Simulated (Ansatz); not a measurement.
# CaLa3P: a trial structure relaxed

Where does this trial cell of CaLa3P go when cell and atoms are let free?

Method: DFT PBE, scalar-relativistic, plane waves, PAW, in Ansatz 0.2.0.

## Step 1: Starting point

Symmetry: Pm-3m, No. 221, cubic system. Conventional cell: a = 5.464 Å, b = 5.464 Å, c = 5.464 Å, α = 90.00°, β = 90.00°, γ = 90.00°. Ca (site symmetry m-3m) has 12 La at 3.86 Å as nearest neighbours. Around La (site symmetry 4/mmm) lie 2 P at 2.73 Å. P (site symmetry m-3m) is surrounded by 6 La at 2.73 Å.

As a file:

```
Ca La P
1.0
     5.46380    0.00000    0.00000
     0.00000    5.46380    0.00000
     0.00000    0.00000    5.46380
Ca La P
1 3 1
Direct
  0.00000 0.00000 0.00000
  0.00000 0.50000 0.50000
  0.50000 0.00000 0.50000
  0.50000 0.50000 0.00000
  0.50000 0.50000 0.50000
```

The cell is invented: random cell by space group and Wyckoff sites (Pm-3m, No. 221). The dimensions are guesses.

## Step 2: The guess as it stands, on a coarse mesh

Contents of input.yaml:

```yaml
crystal:
  lattice:
    - [5.46380326, 0.0, 0.0]
    - [0.0, 5.46380326, 0.0]
    - [0.0, 0.0, 5.46380326]
  atoms:
    - { symbol: Ca, position: [0.0, 0.0, 0.0] }
    - { symbol: La, position: [0.0, 0.5, 0.5] }
    - { symbol: La, position: [0.5, 0.0, 0.5] }
    - { symbol: La, position: [0.5, 0.5, 0.0] }
    - { symbol: P, position: [0.5, 0.5, 0.5] }
basis:
  ecutwfc: 420
kpoints:
  mp_grid: { grid: [4, 4, 4] }
hamiltonian:
  xc: pbe
scf:
  occupations: { method: gaussian, width: 0.1 }
  lower_state_search: "off"
output:
  forces: true
  stress: true
  eigenvalues: true
```

On the command line:

```sh
$ ansatz run input.yaml --threads 1 --pin off --max-ram 2048MiB --backend cpu --events-out ev --progress --plain --runs-dir out
```

Output (excerpt; [...] marks lines left out):

```text
Warning: RAYON_NUM_THREADS=1 ignored (pool sized by the plan → 1); use --threads N
[...]
Pseudopotentials: kind: paw
Pseudopotential: Ca, paw, valence charge 10, recommended cutoff 420 eV (normal), Ca.paw.azcp
Pseudopotential: La, paw, valence charge 11, recommended cutoff 420 eV (normal), La.paw.azcp
Pseudopotential: P, paw, valence charge 5, recommended cutoff 420 eV (normal), P.paw.azcp
Functional definition: PBE
[...]
Crystal: 5 atoms, lattice volume = 163.112 Å³
Basis set: ecut = 420 eV, 3191 PW (Γ), exchange–correlation on 80×80×80 points (8 copies of the dense FFT grid, shifted against one another)
Bands: 29, of which v1, the nominal top of the filled ones, is band 24 counted from 1 (23 counted from 0)
Symmetry: 48 space group operations
Space group: Pm-3m (ITA 221), of the structure as read, at distance tolerance 5.5e-5 Å
k-points: 10 of 64
[...]
SCF iter   1: F=—  HF=-21324.775116 eV  |F-HF|=—  |Δ(HF+E_count)|=         —  Δρ=4.15e-3  dr2=2.99e-2  ethr=1.77e-3  ⟨swp⟩=8.9  Hψ=1583  notcnv=0
[...]
SCF iter   7: F=-21324.778620 eV  HF=-21324.778620 eV  |F-HF|=2.30e-9  |Δ(HF+E_count)|=   7.07e-8  Δρ=1.83e-6  dr2=7.51e-9  ethr=2.08e-10  ⟨swp⟩=18.4  Hψ=1704  notcnv=0
the search or the solves at the SCF's close seem to have found levels that the self-consistency loop had missed (the run counts 1). By its estimate they hold under 1e-12 electrons; where the run keeps them, the occupations were computed again with them
[...]
SCF converged after 7 iterations
Free energy (F): -21324.778620 eV
[...]
E sigma→0 (E₀):  -21324.754837 eV
Entropy (-TS):   -0.047566 eV (-9.513 meV/atom)
Fermi energy:    9.558172 eV
[...]
--- Forces (eV/Å), atoms counted from 1 ---
  atom   1  Ca    -0.00000000    -0.00000000     0.00000000
  atom   2  La     0.00000000     0.00000000     0.00000000
  atom   3  La     0.00000000    -0.00000000    -0.00000000
  atom   4  La     0.00000000    -0.00000000     0.00000000
  atom   5  P      0.00000000    -0.00000000     0.00000000
[...]
--- Stress (GPa, compression-positive) ---
        8.128931       0.000000       0.000000
        0.000000       8.128931       0.000000
        0.000000       0.000000       8.128931
  P = ⅓ Tr σ = 8.1289 GPa (81.289 kbar)
--- Band table (eV; the first three rows and the last of 10) ---
[...]
```

Wall time 6.7 s (1 thread of Intel Xeon Platinum 8259CL at 2.50GHz (Skylake/Cascade Lake), shared host); peak memory 0.48 GiB.

The probe gives pressure 8.1 GPa, largest force 0.00 eV/Å, gap on this mesh none (metal). A guess like this is first relaxed loosely on the coarse mesh.

## Step 3: Coarse relaxation

Changes to input.yaml since step 2:

```diff
@@ -24 +24,6 @@
   eigenvalues: true
+relax:
+  adjacent_minimum: "off"
+  f_tol: 0.04
+  max_steps: 70
+  cell: { stress_tol: 0.4 }
```

On the command line:

```sh
$ ansatz run input.yaml --threads 1 --pin off --max-ram 2048MiB --backend cpu --events-out ev --progress --plain --runs-dir out
```

Output:

```text
Warning: RAYON_NUM_THREADS=1 ignored (pool sized by the plan → 1); use --threads N
Engine: ansatz 0.2.0, x86_64-unknown-linux-gnu
[... 5 set-up lines as earlier in the session ...]
  parameter kappa = 0.804
  parameter beta = 0.06672455060314922
  exchange = pbe_x(kappa = kappa, mu = beta*pi^2/3)
  correlation = pbe_c(beta = beta)
Crystal: 5 atoms, lattice volume = 163.112 Å³
Basis set: ecut = 420 eV, 3191 PW (Γ), exchange–correlation on 80×80×80 points (8 copies of the dense FFT grid, shifted against one another)
Bands: 29, of which v1, the nominal top of the filled ones, is band 24 counted from 1 (23 counted from 0)
[... 2 set-up lines as earlier in the session ...]
k-points: 10 of 64
Non-local potential: Ca, projectors of the file, l = 0: 3, l = 1: 2, l = 2: 2
Non-local potential: La, projectors of the file, l = 0: 3, l = 1: 2, l = 2: 2, l = 3: 3
Non-local potential: P, projectors of the file, l = 0: 2, l = 1: 2, l = 2: 2
PAW form: soft (Blöchl's): semilocal exchange-correlation on the pseudo side does not see the compensation charge
PAW one-centre angular grid: Ca, 110 points (default); XC on 64 Gauss nodes
PAW one-centre angular grid: La, 590 points (default); XC on 64 Gauss nodes
PAW one-centre angular grid: P, 110 points (default); XC on 64 Gauss nodes
Initial density: superposition of atomic densities (neutral atoms: chi_scale 0, normalization atom), corrected by the library's trained network
Initial wavefunctions: pseudopotential atomic-orbital guess
Functional: x = pbe(κ = 0.804, μ = 0.2195149727645171), c = pbe(β = 0.06672455060314922)
SCF iter   1: F=—  HF=-21324.775119 eV  |F-HF|=—  |Δ(HF+E_count)|=         —  Δρ=4.15e-3  dr2=2.99e-2  ethr=1.77e-3  ⟨swp⟩=8.9  Hψ=1583  notcnv=0
preconditioner: auto → Kerker (q_TF=auto, 2.225 Å⁻¹)  [metal: Δε(μ)=0.020 eV  Ē_g=3.349 eV  σ=0.100 eV  W_gap=0.11  n_scr=26 (ndim 8)  ℏωp=11.6 eV  f_vac=0.000  D(μ)=9.53/eV (n_scr^D=80)]
SCF iter   2: F=—  HF=-21324.777742 eV  |F-HF|=—  |Δ(HF+E_count)|=   2.62e-3  Δρ=2.59e-3  dr2=1.17e-2  ethr=6.23e-5  ⟨swp⟩=3.2  Hψ=629  notcnv=0  defer=1
SCF iter   3: F=—  HF=-21324.778493 eV  |F-HF|=—  |Δ(HF+E_count)|=   7.51e-4  Δρ=6.52e-4  dr2=9.63e-4  ethr=2.44e-5  ⟨swp⟩=2.3  Hψ=509  notcnv=0  defer=1
SCF iter   4: F=—  HF=-21324.778634 eV  |F-HF|=—  |Δ(HF+E_count)|=   1.41e-4  Δρ=1.21e-4  dr2=4.90e-5  ethr=2.01e-6  ⟨swp⟩=2.4  Hψ=490  notcnv=0  defer=1
SCF iter   5: F=—  HF=-21324.778621 eV  |F-HF|=—  |Δ(HF+E_count)|=   1.34e-5  Δρ=2.13e-5  dr2=2.60e-6  ethr=1.02e-7  ⟨swp⟩=2.1  Hψ=399  notcnv=0  defer=1
SCF iter   6: F=—  HF=-21324.778620 eV  |F-HF|=—  |Δ(HF+E_count)|=   4.70e-7  Δρ=7.90e-6  dr2=3.90e-7  ethr=5.41e-9  ⟨swp⟩=2.1  Hψ=465  notcnv=0  defer=1
SCF iter   7: F=-21324.778620 eV  HF=-21324.778620 eV  |F-HF|=1.88e-9  |Δ(HF+E_count)|=   7.35e-8  Δρ=1.81e-6  dr2=7.02e-9  ethr=2.08e-10  ⟨swp⟩=20.4  Hψ=1743  notcnv=0
the search or the solves at the SCF's close seem to have found levels that the self-consistency loop had missed (the run counts 1). By its estimate they hold under 1e-12 electrons; where the run keeps them, the occupations were computed again with them
SCF 1 converged in 7 iterations: F = -21324.778620 eV  dr2 = 7.02e-9
relax step   1: F+E_penalty+E_count = -21324.77862006 eV  Δ(F+E_penalty+E_count) = +0.000e0 eV  max|allowed force component| = 6.711e-29 eV/Å  Δτ_max = 0.0000 Å  P = +8.129 GPa  Ω = 163.112 Å³  (7 SCF iters, dr2 threshold 1.00e-7 eV, accepted)
Crystal: 5 atoms, lattice volume = 188.149 Å³
Basis set: ecut = 420 eV, 3743 PW (Γ), exchange–correlation on 80×80×80 points (8 copies of the dense FFT grid, shifted against one another)
Initial density: handed on by an earlier stage of this run
Initial wavefunctions: those handed on with the density
iter 1 solved again at ethr=6.84e-4 eV; its pass at ethr=3.10e-3 eV (dr2=3.28e-1 eV) is discarded
SCF iter   1: F=—  HF=-21325.484356 eV  |F-HF|=—  |Δ(HF+E_count)|=         —  Δρ=6.36e-3  dr2=3.28e-1  ethr=6.84e-4  ⟨swp⟩=1.0  Hψ=2278  notcnv=0
preconditioner: auto → Kerker (q_TF=auto, 2.173 Å⁻¹)  [metal: Δε(μ)=0.080 eV  Ē_g=3.074 eV  σ=0.100 eV  W_gap=0.40  n_scr=26 (ndim 8)  ℏωp=10.8 eV  f_vac=0.000  D(μ)=7.20/eV (n_scr^D=56)]
SCF iter   2: F=—  HF=-21325.430260 eV  |F-HF|=—  |Δ(HF+E_count)|=   5.41e-2  Δρ=3.38e-3  dr2=1.10e-1  ethr=6.83e-4  ⟨swp⟩=2.1  Hψ=391  notcnv=0
preconditioner: auto → Resta (q_TF=auto, 2.173 Å⁻¹)  ε∞=12.8  [insulator: Δε(μ)=0.105 eV  Ē_g=3.151 eV  σ=0.100 eV  W_gap=0.52  n_scr=26 (ndim 8)  ℏωp=10.8 eV  f_vac=0.000  D(μ)=6.83/eV (n_scr^D=56)  ε∞_Penn≈12.8]
SCF iter   3: F=—  HF=-21325.404811 eV  |F-HF|=—  |Δ(HF+E_count)|=   2.54e-2  Δρ=8.53e-4  dr2=5.01e-3  ethr=2.29e-4  ⟨swp⟩=3.1  Hψ=432  notcnv=0  defer=1
SCF iter   4: F=—  HF=-21325.403824 eV  |F-HF|=—  |Δ(HF+E_count)|=   9.87e-4  Δρ=1.78e-4  dr2=5.77e-5  ethr=1.04e-5  ⟨swp⟩=2.6  Hψ=544  notcnv=0  defer=1
SCF iter   5: F=—  HF=-21325.403882 eV  |F-HF|=—  |Δ(HF+E_count)|=   5.83e-5  Δρ=4.21e-5  dr2=3.39e-6  ethr=1.20e-7  ⟨swp⟩=2.6  Hψ=544  notcnv=0  defer=1
SCF iter   6: F=-21325.403883 eV  HF=-21325.403883 eV  |F-HF|=9.68e-9  |Δ(HF+E_count)|=   1.01e-6  Δρ=9.64e-6  dr2=2.28e-7  ethr=1.04e-9  ⟨swp⟩=14.8  Hψ=2057  notcnv=0
SCF 2 converged in 6 iterations: F = -21325.403883 eV  dr2 = 2.28e-7
relax step   2: F+E_penalty+E_count = -21325.40388337 eV  Δ(F+E_penalty+E_count) = -6.253e-1 eV  max|allowed force component| = 4.102e-30 eV/Å  Δτ_max = 0.0000 Å  P = +0.625 GPa  Ω = 188.149 Å³  energy of the carried Pulay correction = -9.858e-4 eV  (6 SCF iters, dr2 threshold 5.00e-7 eV, accepted)
Crystal: 5 atoms, lattice volume = 190.581 Å³
iter 1 solved again at ethr=3.80e-6 eV; its pass at ethr=3.10e-3 eV (dr2=1.82e-3 eV) is discarded
SCF iter   1: F=—  HF=-21325.409640 eV  |F-HF|=—  |Δ(HF+E_count)|=         —  Δρ=4.67e-4  dr2=1.68e-3  ethr=3.80e-6  ⟨swp⟩=2.6  Hψ=1964  notcnv=0
preconditioner: auto → Resta (q_TF=auto, 2.168 Å⁻¹)  ε∞=12.3  [insulator: Δε(μ)=0.125 eV  Ē_g=3.203 eV  σ=0.100 eV  W_gap=0.62  n_scr=26 (ndim 8)  ℏωp=10.8 eV  f_vac=0.000  D(μ)=7.35/eV (n_scr^D=56)  ε∞_Penn≈12.3]
SCF iter   2: F=—  HF=-21325.409311 eV  |F-HF|=—  |Δ(HF+E_count)|=   3.28e-4  Δρ=2.22e-4  dr2=4.15e-4  ethr=3.51e-6  ⟨swp⟩=2.0  Hψ=332  notcnv=0
SCF iter   3: F=—  HF=-21325.409288 eV  |F-HF|=—  |Δ(HF+E_count)|=   2.28e-5  Δρ=5.77e-5  dr2=1.15e-5  ethr=8.65e-7  ⟨swp⟩=2.1  Hψ=369  notcnv=0
SCF iter   4: F=—  HF=-21325.409286 eV  |F-HF|=—  |Δ(HF+E_count)|=   1.99e-6  Δρ=1.29e-5  dr2=6.50e-7  ethr=2.40e-8  ⟨swp⟩=2.4  Hψ=529  notcnv=0
SCF iter   5: F=-21325.409286 eV  HF=-21325.409286 eV  |F-HF|=3.49e-10  |Δ(HF+E_count)|=   2.26e-9  Δρ=2.73e-6  dr2=1.59e-8  ethr=1.04e-9  ⟨swp⟩=11.8  Hψ=1742  notcnv=0
SCF 3 converged in 5 iterations: F = -21325.409286 eV  dr2 = 1.59e-8
relax step   3: F+E_penalty+E_count = -21325.40928638 eV  Δ(F+E_penalty+E_count) = -5.403e-3 eV  max|allowed force component| = 1.136e-29 eV/Å  Δτ_max = 0.0000 Å  P = +0.104 GPa  Ω = 190.581 Å³  energy of the carried Pulay correction = -1.074e-3 eV  (5 SCF iters, dr2 threshold 5.00e-7 eV, accepted)
Initial wavefunctions: pseudopotential atomic-orbital guess (no wavefunctions were taken with the density)
iter 1 solved again at ethr=2.00e-6 eV; its pass at ethr=3.10e-3 eV (dr2=9.61e-4 eV) is discarded
SCF iter   1: F=—  HF=-21325.411912 eV  |F-HF|=—  |Δ(HF+E_count)|=         —  Δρ=1.05e-4  dr2=2.39e-6  ethr=2.00e-6  ⟨swp⟩=6.6  Hψ=2628  notcnv=0
eigensolver tolerance schedule: the retry pair's looser diagonalisation over-reported the residual by 401.63 of it (diagonalisation noise at 0.35 of the residual, at the tolerance the schedule requests for it); recorded, not acted on — ethr = c·dr2/N_el stays at c = 1.0e-1
preconditioner: auto → Resta (q_TF=auto, 2.168 Å⁻¹)  ε∞=12.2  [insulator: Δε(μ)=0.122 eV  Ē_g=3.214 eV  σ=0.100 eV  W_gap=0.61  n_scr=26 (ndim 8)  ℏωp=10.8 eV  f_vac=0.000  D(μ)=7.48/eV (n_scr^D=56)  ε∞_Penn≈12.2]
SCF iter   2: F=—  HF=-21325.411986 eV  |F-HF|=—  |Δ(HF+E_count)|=   7.39e-5  Δρ=5.48e-5  dr2=6.40e-7  ethr=4.97e-9  ⟨swp⟩=3.1  Hψ=615  notcnv=0
SCF iter   3: F=—  HF=-21325.411989 eV  |F-HF|=—  |Δ(HF+E_count)|=   2.89e-6  Δρ=2.42e-6  dr2=4.16e-9  ethr=1.33e-9  ⟨swp⟩=2.0  Hψ=526  notcnv=0
SCF iter   4: F=-21325.411989 eV  HF=-21325.411989 eV  |F-HF|=4.00e-11  |Δ(HF+E_count)|=   5.78e-9  Δρ=5.29e-7  dr2=3.63e-10  ethr=6.67e-12  ⟨swp⟩=10.5  Hψ=1430  notcnv=0
SCF 4 converged in 4 iterations: F = -21325.411989 eV  dr2 = 3.63e-10
relax step   4: F+E_penalty+E_count = -21325.41198862 eV  Δ(F+E_penalty+E_count) = -2.702e-3 eV  max|allowed force component| = 2.211e-29 eV/Å  Δτ_max = 0.0000 Å  P = +0.134 GPa  Ω = 190.581 Å³  stress off target by 1.34e-1 GPa  SCF on the basis re-selected at this cell (its energy is not comparable with the rows above)  (4 SCF iters)
basis re-selected at this cell: Δ(F+E_penalty+E_count) = -2.702e-3 eV, ΔP = +0.030 GPa vs the last step (what re-selecting the basis moved, of the pressure what is left beyond the Pulay correction that the steps carried, after the strain that the cell walked since its last selection, with what the two solves' SCF thresholds leave and, on support functions, any second-order correction that the steps lacked; it is no measure of the basis error at this ecutwfc). This SCF's stress stands 1.34e-1 GPa from its target on what of the cell is left free (relax.cell.stress_tol is 4.00e-1 GPa) and its largest allowed force component is 2.21e-29 eV/Å (relax.f_tol is 4.00e-2 eV/Å): within both
SCF converged after 4 iterations
Free energy (F): -21325.411989 eV
Harris-Foulkes:  -21325.411989 eV  (|F-HF|=4.00e-11)
Internal energy: -21325.374611 eV  (E = F + TS)
E sigma→0 (E₀):  -21325.393300 eV
Entropy (-TS):   -0.037378 eV (-7.476 meV/atom)
Fermi energy:    7.909983 eV
--- Per-component energies (eV) ---
  E_band       = -374.576745
  E_kinetic    = 919.991898
  E_local      = -2167.381678  (includes V_loc(G=0)·N_el)
  E_nonlocal   = 383.253149
  E_hartree    = 710.972271
  E_xc         = -613.475193
  E_vxc        = -670.129643  (∫ρ·V_xc dr)
  E_paw        = -17676.395263  (= ΣΔE_a)
  E_vpaw       = -262.255360  (= ΣTr[D̂ρ^β])
  E_aug_tail   = -0.000004  (compensation charges beyond the density's cutoff)
  E_ewald      = -2882.339792
  E_smearing   = -0.037378  (= −TS)
  E_closure    = -0.000000  (closes the sum)
  Σ components = -21325.411989   (vs F -21325.411989, Δ=0.00e0)
--- Forces (eV/Å), atoms counted from 1 ---
  atom   1  Ca    -0.00000000     0.00000000     0.00000000
  atom   2  La    -0.00000000     0.00000000    -0.00000000
  atom   3  La     0.00000000    -0.00000000    -0.00000000
  atom   4  La    -0.00000000    -0.00000000     0.00000000
  atom   5  P      0.00000000     0.00000000     0.00000000
  max |Σ_I F_I| component: 2.62e-29 eV/Å
--- Stress (GPa, compression-positive) ---
        0.133927      -0.000000       0.000000
       -0.000000       0.133927      -0.000000
        0.000000      -0.000000       0.133927
  P = ⅓ Tr σ = 0.1339 GPa (1.339 kbar)
--- Band table (eV; the first three rows and the last of 10) ---
  k-point 0: bands = ["-33.8630", "-24.9591", "-24.8805", "-24.8805", "-14.8443", "-14.8443", "-14.8443", "-8.9171", "-8.9171", "-8.9171", "-8.5714", "-8.5714", "-8.5714", "-8.4244", "-8.4244", "-8.4244", "-2.2304", "5.0673", "6.7457", "6.7457", "6.7457", "7.1457", "7.1457", "7.2224", "7.2224", "7.2224", "9.3818", "9.3818", "9.3818"]
  k-point 1: bands = ["-33.8630", "-24.9491", "-24.8903", "-24.8804", "-14.8443", "-14.8442", "-14.8442", "-8.8808", "-8.8808", "-8.8783", "-8.5861", "-8.5861", "-8.5762", "-8.5257", "-8.4504", "-8.4504", "-1.9371", "5.3194", "5.8133", "6.4931", "6.4931", "7.1322", "7.3712", "7.5138", "7.6413", "7.6413", "8.9736", "9.1891", "9.2832"]
  k-point 2: bands = ["-33.8630", "-24.9330", "-24.9062", "-24.8804", "-14.8443", "-14.8441", "-14.8441", "-8.8337", "-8.8337", "-8.7945", "-8.6697", "-8.6142", "-8.6142", "-8.5809", "-8.4739", "-8.4739", "-1.6097", "4.7741", "6.3249", "6.3601", "6.3601", "6.5474", "7.5910", "7.9610", "7.9610", "8.0714", "8.5728", "9.2350", "9.2500"]
  k-point 9: bands = ["-33.8629", "-24.9058", "-24.9058", "-24.9058", "-14.8452", "-14.8452", "-14.8452", "-9.4061", "-8.8112", "-8.8112", "-8.8112", "-8.4248", "-8.4248", "-8.4219", "-8.4219", "-8.4219", "-0.4223", "4.2683", "4.2683", "4.2683", "6.2784", "8.2192", "8.2192", "8.2192", "8.7765", "8.7765", "8.7765", "9.2837", "9.2837"]
--- Relaxed structure (3 steps of the walk, 3 accepted, 1 SCFs on fresh bases) ---
  F+E_penalty+E_count = -21325.41198862 eV   max|allowed force component| = 2.211e-29 eV/Å   (the final SCF, on the basis selected at the relaxed cell)
  cell:  # Å, volume = 190.5810 Å³
    - [5.7547510589078845, -1.2839532962581571e-33, 6.419766481290786e-34]
    - [-1.1555579666323413e-33, 5.7547510589078845, 1.2839532962581572e-34]
    - [1.2839532962581571e-33, 1.2839532962581572e-34, 5.7547510589078845]
  atoms:
    - { symbol: Ca, position: [3.7128829709877007e-34, 1.8799407448036912e-34, 4.699851862009145e-35] }
    - { symbol: La, position: [1.1279644468822053e-34, 0.49999999999999994, 0.49999999999999994] }
    - { symbol: La, position: [0.49999999999999994, 1.1749629655023111e-34, 0.49999999999999994] }
    - { symbol: La, position: [0.49999999999999994, 0.49999999999999994, 4.6998518620088764e-35] }
    - { symbol: P, position: [0.49999999999999994, 0.49999999999999994, 0.49999999999999994] }
```

Run time: 28 s. Hardware: 1 thread of Intel Xeon Platinum 8259CL at 2.50GHz (Skylake/Cascade Lake), shared host; peak memory 0.5 GiB.

Step by step:

| step | E - E(step 1) (eV/cell) | largest force component (eV/Å) | pressure (GPa) | volume (Å³) |
| --- | --- | --- | --- | --- |
| 1 | 0.0000 | 0.0000 | 8.13 | 163.11 |
| 2 | -0.6253 | 0.0000 | 0.62 | 188.15 |
| 3 | -0.6307 | 0.0000 | 0.10 | 190.58 |
| 4 | -0.6334 | 0.0000 | 0.13 | 190.58 |

Step 1 is the start. Step 4 repeats the geometry before it on a plane-wave basis chosen anew for that cell, so its energy need not be comparable with the rows above.

|  | before | after | change |
| --- | --- | --- | --- |
| a (Å) | 5.464 | 5.755 | +5.3 % |
| b (Å) | 5.464 | 5.755 | +5.3 % |
| c (Å) | 5.464 | 5.755 | +5.3 % |
| volume (Å³/atom) | 32.62 | 38.12 | +16.8 % |
| shortest distance (Å) | 2.732 | 2.877 | +5.3 % |
| space group (0.01 Å) | Pm-3m | Pm-3m | same |

The run keeps the 48 symmetry operations of the start, so it could not have lowered the symmetry.

## Step 4: Relaxation on the finer mesh

The end of the coarse run is made exact in the group found at a tolerance of 0.06 Å and reduced to its primitive cell.

Contents of input.yaml:

```yaml
crystal:
  lattice:
    - [5.7547510589, 0.0, 0.0]
    - [0.0, 5.7547510589, 0.0]
    - [0.0, 0.0, 5.7547510589]
  atoms:
    - { symbol: Ca, position: [0.0, 0.0, 0.0] }
    - { symbol: La, position: [0.0, 0.5, 0.5] }
    - { symbol: La, position: [0.5, 0.0, 0.5] }
    - { symbol: La, position: [0.5, 0.5, 0.0] }
    - { symbol: P, position: [0.5, 0.5, 0.5] }
basis:
  ecutwfc: 420
kpoints:
  mp_grid: { grid: [8, 8, 8] }
hamiltonian:
  xc: pbe
scf:
  occupations: { method: gaussian, width: 0.1 }
output:
  forces: true
  stress: true
  eigenvalues: true
relax:
  adjacent_minimum: "off"
  f_tol: 0.01
  max_steps: 80
  cell: { stress_tol: 0.05 }
```

On the command line:

```sh
$ ansatz run input.yaml --threads 1 --pin off --max-ram 2048MiB --backend cpu --events-out ev --progress --plain --runs-dir out
```

Output (excerpt; [...] marks lines left out):

```text
Warning: RAYON_NUM_THREADS=1 ignored (pool sized by the plan → 1); use --threads N
[...]
[... 5 set-up lines as earlier in the session ...]
[...]
Crystal: 5 atoms, lattice volume = 190.581 Å³
Basis set: ecut = 420 eV, 3743 PW (Γ), exchange–correlation on 80×80×80 points (8 copies of the dense FFT grid, shifted against one another)
Bands: 29, of which v1, the nominal top of the filled ones, is band 24 counted from 1 (23 counted from 0)
[... 1 set-up line as earlier in the session ...]
Space group: Pm-3m (ITA 221), of the structure as read, at distance tolerance 5.8e-5 Å
k-points: 35 of 512
[...]
--- Stress (GPa, compression-positive) ---
       -0.002459       0.000000      -0.000000
       -0.000000      -0.002459      -0.000000
        0.000000      -0.000000      -0.002459
  P = ⅓ Tr σ = -0.0025 GPa (-0.025 kbar)
--- Band table (eV; the first three rows and the last of 35) ---
[...]
--- Relaxed structure (2 steps of the walk, 2 accepted, 1 SCFs on fresh bases) ---
  F+E_penalty+E_count = -21325.40549379 eV   max|allowed force component| = 4.865e-30 eV/Å   (the final SCF, on the basis selected at the relaxed cell)
  cell:  # Å, volume = 191.0320 Å³
    - [5.7592871009323945, 9.62964972193618e-35, 0.0]
    - [3.209883240645393e-35, 5.7592871009323945, -8.024708101613482e-36]
    - [1.6049416203226965e-35, 1.6049416203226965e-35, 5.7592871009323945]
  atoms:
    - { symbol: Ca, position: [-7.076829770543183e-36, 4.1179828406178e-37, 5.447067249494446e-37] }
    - { symbol: La, position: [5.926409167449956e-37, 0.5, 0.5] }
    - { symbol: La, position: [0.5, -4.4883834135834314e-37, 0.5] }
    - { symbol: La, position: [0.5, 0.5, -5.011301869534889e-37] }
    - { symbol: P, position: [0.5, 0.5, 0.5] }
```

Wall time 58 s (1 thread of Intel Xeon Platinum 8259CL at 2.50GHz (Skylake/Cascade Lake), shared host); peak memory 0.58 GiB.

Relaxation path:

| step | energy from step 1 (eV/cell) | largest force component (eV/Å) | pressure (GPa) | volume (Å³) |
| --- | --- | --- | --- | --- |
| 1 | 0.0000 | 0.0000 | 0.09 | 190.58 |
| 2 | -0.0001 | 0.0000 | 0.00 | 191.03 |
| 3 | -0.0001 | 0.0000 | 0.00 | 191.03 |

Step 1 is the start. Step 3 repeats the geometry before it on a plane-wave basis chosen anew for that cell, so its energy need not be comparable with the rows above.

|  | before | after | change |
| --- | --- | --- | --- |
| a (Å) | 5.755 | 5.759 | +0.1 % |
| b (Å) | 5.755 | 5.759 | +0.1 % |
| c (Å) | 5.755 | 5.759 | +0.1 % |
| volume (Å³/atom) | 38.12 | 38.21 | +0.2 % |
| shortest distance (Å) | 2.877 | 2.880 | +0.1 % |
| space group (0.01 Å) | Pm-3m | Pm-3m | same |

Forces and stress were held to the start's 48 operations: a distortion of lower symmetry was not tested.

(Part 1 of 2 ends here.)
